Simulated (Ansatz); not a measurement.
# MgB2: how the settings move a relaxation

Aim: see which settings change the result for MgB2, by how much, and at what cost.

Method: reference: DFT, r2SCAN, PAW with Ansatz's default frozen-core files, scalar-relativistic; relaxation of cell and atoms, in Ansatz 0.2.0.

### Step 1. The system as given

It takes space group P6/mmm (No. 191, hexagonal). Conventional cell: a = 3.085 Å, b = 3.085 Å, c = 3.523 Å, α = 90.00°, β = 90.00°, γ = 120.00°. Around Mg (site symmetry 6/mmm) lie 12 B at 2.51 Å. B (site symmetry -6m2) has 3 B at 1.78 Å and 6 Mg at 2.51 Å as nearest neighbours.

As a file:

```cif
data_structure
_symmetry_space_group_name_H-M 'P6/mmm'
_symmetry_Int_Tables_number 191
_cell_length_a 3.0850
_cell_length_b 3.0850
_cell_length_c 3.5230
_cell_angle_alpha 90.000
_cell_angle_beta 90.000
_cell_angle_gamma 120.000
_cell_volume 29.04
loop_
_atom_site_label
_atom_site_type_symbol
_atom_site_symmetry_multiplicity
_atom_site_Wyckoff_symbol
_atom_site_fract_x
_atom_site_fract_y
_atom_site_fract_z
_atom_site_occupancy
Mg1 Mg 1 a 0.00000 0.00000 0.00000 1
B1 B 2 d 0.33333 0.66667 0.50000 1
```

### Step 2. The reference run

input.yaml reads:

```yaml
crystal:
  lattice:
    - [3.08500000001, 0.0, 0.0]
    - [-1.54250000001, 2.67168837068, 0.0]
    - [0.0, 0.0, 3.523]
  atoms:
    - { symbol: Mg, position: [0.0, 0.0, 0.0] }
    - { symbol: B, position: [0.333333333333, 0.666666666667, 0.5] }
    - { symbol: B, position: [0.666666666667, 0.333333333333, 0.5] }
kpoints:
  mp_grid: { grid: [12, 12, 8] }
scf:
  occupations: { method: fermi_dirac, width: 0.1 }
hamiltonian:
  xc: r2scan
  pseudopotentials: { kind: paw }
relax:
  f_tol: 0.002
  max_steps: 80
  cell: {}
output:
  forces: true
  stress: true
```

Started as:

```console
> ansatz run input.yaml --threads 2 --pin off --max-ram 6144MiB --backend cpu --events-out ev --progress --plain --runs-dir out
```

Excerpt of the output:

```text
[...]
Basis set: ecut = 500 eV, 757 PW (Γ), exchange–correlation on 96×96×108 points (64 copies of the dense FFT grid, shifted against one another)
[...]
k-points: 95 of 1152
[...]
SCF iter   1: F=—  HF=-2240.003624 eV  |F-HF|=—  |Δ(HF+E_count)|=         —  Δρ=7.38e-3  dr2=5.75e-3  dr2_τ=2.20e-1  ethr=1.77e-3  ⟨swp⟩=5.0  Hψ=6493  notcnv=0
preconditioner: auto → none  [metal: Δε(μ)=0.118 eV  Ē_g=11.949 eV  σ=0.100 eV  W_gap=0.28  n_scr=8 (ndim 8)  ℏωp=19.5 eV  f_vac=0.000  D(μ)=0.67/eV (n_scr^D=2)  sad-step TF]
SCF iter   2: F=—  HF=-2240.066767 eV  |F-HF|=—  |Δ(HF+E_count)|=   6.31e-2  Δρ=4.07e-3  dr2=3.04e-3  dr2_τ=5.33e-5  ethr=3.60e-5  ⟨swp⟩=2.0  Hψ=3040  notcnv=0
[...]
relax step   1: F+E_penalty+E_count = -2240.06739134 eV  Δ(F+E_penalty+E_count) = +0.000e0 eV  max|allowed force component| = 1.604e-16 eV/Å  Δτ_max = 0.0000 Å  P = -2.170 GPa  Ω = 29.037 Å³  (6 SCF iters, dr2 threshold 1.00e-7 eV, accepted)
[...]
Basis set: ecut = 500 eV, 745 PW (Γ), exchange–correlation on 96×96×108 points (64 copies of the dense FFT grid, shifted against one another)
[...]
relax step   2: F+E_penalty+E_count = -2240.06995120 eV  Δ(F+E_penalty+E_count) = -2.560e-3 eV  max|allowed force component| = 8.018e-17 eV/Å  Δτ_max = 0.0000 Å  P = -0.705 GPa  Ω = 28.758 Å³  energy of the carried Pulay correction = +5.312e-5 eV  (4 SCF iters
[...]
relax step   3: F+E_penalty+E_count = -2240.07026425 eV  Δ(F+E_penalty+E_count) = -3.130e-4 eV  max|allowed force component| = 2.405e-16 eV/Å  Δτ_max = 0.0000 Å  P = +0.012 GPa  Ω = 28.629 Å³  energy of the carried Pulay correction = +7.733e-5 eV  (4 SCF iters
[...]
SCF iter   3: F=—  HF=-2240.070186 eV  |F-HF|=—  |Δ(HF+E_count)|=   1.67e-8  Δρ=9.21e-7  dr2=1.71e-10  dr2_τ=8.80e-12  ethr=1.87e-11  ⟨swp⟩=2.1  Hψ=1588  notcnv=0
SCF iter   4: F=-2240.070186 eV  HF=-2240.070186 eV  |F-HF|=3.73e-11  |Δ(HF+E_count)|=  4.11e-10  Δρ=2.52e-7  dr2=1.63e-11  dr2_τ=2.17e-13  ethr=1.00e-12  ⟨swp⟩=6.2  Hψ=4546  notcnv=0
[...]
relax step   4: F+E_penalty+E_count = -2240.07018598 eV  Δ(F+E_penalty+E_count) = +7.828e-5 eV  max|allowed force component| = 2.776e-16 eV/Å  Δτ_max = 0.0000 Å  P = +0.012 GPa  Ω = 28.629 Å³  stress off target by 2.50e-2 GPa  SCF on the basis re-selected at t
[...]
SCF converged after 4 iterations
Free energy (F): -2240.070186 eV
[...]
E sigma→0 (E₀):  -2240.059288 eV
[...]
Fermi energy:    9.418330 eV
[...]
  P = ⅓ Tr σ = 0.0119 GPa (0.119 kbar)
--- Relaxed structure (3 steps of the walk, 3 accepted, 1 SCFs on fresh bases) ---
[...]
```

Wall time 6.8 s (2 threads of Arm Neoverse V1, shared host); peak memory 0.34 GiB.

### Step 3. Variant: ecutwfc 700 eV

Changes to input.yaml since step 2:

```diff
@@ -23 +23,3 @@
   stress: true
+basis:
+  ecutwfc: "700 eV"
```

Started as:

```console
> ansatz run input.yaml --threads 2 --pin off --max-ram 6144MiB --backend cpu --events-out ev --progress --plain --runs-dir out
```

Standard output, cut to the lines that bear on the results:

```text
[...]
Pseudopotentials: kind: paw
Pseudopotential: Mg, paw, valence charge 10, recommended cutoff 500 eV (meta_gga), Mg.paw.azcp
Pseudopotential: B, paw, valence charge 3, recommended cutoff 500 eV (meta_gga), B.paw.azcp
Functional definition: r2SCAN
[...]
Crystal: 3 atoms, lattice volume = 29.037 Å³
Basis set: ecut = 700 eV, 1215 PW (Γ), exchange–correlation on 108×108×128 points (64 copies of the dense FFT grid, shifted against one another)
Bands: 12, of which v1, the nominal top of the filled ones, is band 8 counted from 1 (7 counted from 0)
Symmetry: 24 space group operations
Space group: P6/mmm (ITA 191), of the structure as read, at distance tolerance 3.1e-5 Å
k-points: 95 of 1152
[...]
SCF iter   1: F=—  HF=-2240.006167 eV  |F-HF|=—  |Δ(HF+E_count)|=         —  Δρ=7.35e-3  dr2=5.69e-3  dr2_τ=2.20e-1  ethr=1.77e-3  ⟨swp⟩=5.1  Hψ=6603  notcnv=0
[...]
relax step   1: F+E_penalty+E_count = -2240.06965940 eV  Δ(F+E_penalty+E_count) = +0.000e0 eV  max|allowed force component| = 1.110e-16 eV/Å  Δτ_max = 0.0000 Å  P = -2.178 GPa  Ω = 29.037 Å³  (6 SCF iters, dr2 threshold 1.00e-7 eV, accepted)
[...]
relax step   3: F+E_penalty+E_count = -2240.07250956 eV  Δ(F+E_penalty+E_count) = -3.017e-4 eV  max|allowed force component| = 1.850e-16 eV/Å  Δτ_max = 0.0000 Å  P = +0.013 GPa  Ω = 28.627 Å³  energy of the carried Pulay correction = +3.365e-5 eV  (4 SCF iters, dr2 threshold 3.00e-7 eV, accepted)
[...]
relax step   4: F+E_penalty+E_count = -2240.07247864 eV  Δ(F+E_penalty+E_count) = +3.092e-5 eV  max|allowed force component| = 2.405e-16 eV/Å  Δτ_max = 0.0000 Å  P = +0.011 GPa  Ω = 28.627 Å³  stress off target by 2.48e-2 GPa  SCF on the basis re-selected at this cell (its energy is not [...]
SCF converged after 4 iterations
Free energy (F): -2240.072479 eV
[...]
E sigma→0 (E₀):  -2240.061581 eV
Entropy (-TS):   -0.021796 eV (-7.265 meV/atom)
Fermi energy:    9.418777 eV
[...]
--- Forces (eV/Å), atoms counted from 1 ---
  atom   1  Mg     0.00000000     0.00000000     0.00000000
  atom   2  B      0.00000000     0.00000000     0.00000000
  atom   3  B     -0.00000000    -0.00000000    -0.00000000
[...]
--- Stress (GPa, compression-positive) ---
        0.024808      -0.000000       0.000000
       -0.000000       0.024808       0.000000
        0.000000       0.000000      -0.015217
  P = ⅓ Tr σ = 0.0115 GPa (0.115 kbar)
--- Relaxed structure (3 steps of the walk, 3 accepted, 1 SCFs on fresh bases) ---
  F+E_penalty+E_count = -2240.07247864 eV   max|allowed force component| = 2.405e-16 eV/Å   (the final SCF, on the basis selected at the relaxed cell)
  cell:  # Å, volume = 28.6275 Å³
    - [3.0700901596975254, 2.8728008896861872e-12, 0.0]
    - [-1.5350450798512505, 2.6587760702052448, 0.0]
    - [0.0, 0.0, 3.5071158593775578]
  atoms:
    - { symbol: Mg, position: [7.080304905558233e-36, 2.80336870261426e-35, 0.0] }
    - { symbol: B, position: [0.33333333333333337, 0.6666666666666669, 0.5000000000000002] }
    - { symbol: B, position: [0.6666666666666667, 0.3333333333333334, 0.5000000000000002] }
```

Run time: 11 s. Hardware: 2 threads of Arm Neoverse V1, shared host; peak memory 0.44 GiB.

Changing the cutoff moves the energy by -0.8 meV/atom. More plane waves (700 against 500 eV) lower the energy, so the reference carries about that much basis error. Cost: 11 s against 6.8 s.

### Step 4. All runs together

| run | ending | energy change | pressure (GPa) | gap (eV) | force (eV/Å) | cycles | time |
| --- | --- | --- | --- | --- | --- | --- | --- |
| reference | converged | 0 | 0.0 | 0.00 | 0.00 | 18 | 6.8 s |
| 1: ecutwfc 700 eV | converged | -0.8 meV/atom | 0.0 | 0.00 | 0.00 | 18 | 11 s |

What this shows: Changing the cutoff moves the energy by -0.8 meV/atom. Cost: 11 s against 6.8 s.
